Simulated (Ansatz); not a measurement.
# Mg3Te2: the cost of one run

Program: Ansatz 0.2.0. Level of theory: DFT PBE, scalar-relativistic, plane waves, PAW. These are calculated values, not measurements.

1 further run of the same task is left out (it didn't finish). Runs told in other sessions of the task aren't counted.

## 1. The structure to begin with

The structure is tetragonal, space group P4mm (No. 99). Conventional cell: a = 4.856 Å, b = 4.856 Å, c = 6.929 Å, α = 90.00°, β = 90.00°, γ = 90.00°. Mg (site symmetry 2mm) is surrounded by 4 Te at 2.88 to 2.97 Å and 6 Mg at 3.31 to 3.43 Å. Mg (site symmetry 4mm) is surrounded by 1 Te at 2.97 Å and 4 Mg at 3.31 Å. Te (site symmetry 4mm) is surrounded by 5 Mg at 2.97 Å. Around Te (site symmetry 4mm) lie 4 Mg at 2.88 Å.

As a file:

```cif
data_structure
_symmetry_space_group_name_H-M 'P4mm'
_symmetry_Int_Tables_number 99
_cell_length_a 4.8555
_cell_length_b 4.8555
_cell_length_c 6.9291
_cell_angle_alpha 90.000
_cell_angle_beta 90.000
_cell_angle_gamma 90.000
_cell_volume 163.36
loop_
_atom_site_label
_atom_site_type_symbol
_atom_site_symmetry_multiplicity
_atom_site_Wyckoff_symbol
_atom_site_fract_x
_atom_site_fract_y
_atom_site_fract_z
_atom_site_occupancy
Mg1 Mg 2 c 0.50000 0.00000 0.99357 1
Mg2 Mg 1 a 0.00000 0.00000 0.31842 1
Te1 Te 1 a 0.00000 0.00000 0.74711 1
Te2 Te 1 b 0.50000 0.50000 0.21733 1
```

The cell was relaxed beforehand at this level, from a database cell with other species swapped in; it needn't be the stable form of this composition. At a tolerance of 0.05 Å it has space group P4mm (No. 99); it has 32.67 Å³/atom, an uncorrected energy of -0.43 eV/atom over the elements.

## 2. Static run: bands, density of states and charges

Contents of input.yaml:

```yaml
crystal:
  lattice:
    - [4.8555005311, 0.0, 0.0]
    - [0.0, 4.8555005311, 0.0]
    - [0.0, 0.0, 6.9290871329]
  atoms:
    - { symbol: Mg, position: [0.5, 0.0, 0.9935676421] }
    - { symbol: Mg, position: [0.0, 0.5, 0.9935676421] }
    - { symbol: Mg, position: [0.0, 0.0, 0.3184248267] }
    - { symbol: Te, position: [0.0, 0.0, 0.7471115697] }
    - { symbol: Te, position: [0.5, 0.5, 0.2173282394] }
basis:
  ecutwfc: 420
kpoints:
  mp_grid: { grid: [8, 8, 6] }
  band_path:
    path:
      - [[0.0, 0.0, 0.0], [0.0, 0.5, 0.0], [0.5, 0.5, 0.0], [0.0, 0.0, 0.0], [0.0, 0.0, 0.5], [0.0, 0.5, 0.5], [0.5, 0.5, 0.5], [0.0, 0.0, 0.5]]
      - [[0.0, 0.5, 0.0], [0.0, 0.5, 0.5]]
      - [[0.5, 0.5, 0.0], [0.5, 0.5, 0.5]]
    npoints: 14
hamiltonian:
  xc: pbe
scf:
  occupations: { method: gaussian, width: 0.1 }
  n_extra_bands: 12
output:
  forces: true
  stress: true
  eigenvalues: true
  populations: true
  dos: { projected: true, de: 0.02, nscf_kmesh: { grid: [10, 10, 8] } }
  bader: true
  write_density: true
  write_potential: true
  elf: true
  volumetric_format: npy
```

Started as:

```sh
ansatz run input.yaml --threads 1 --pin off --max-ram 2560MiB --backend cpu --events-out ev --progress --plain --runs-dir out
```

Q: Estimate wall time and peak memory on 1 thread of Intel Xeon at 2.50GHz (Skylake/Cascade Lake), shared host.

About 5.1 min, with a peak of 0.8 GiB.
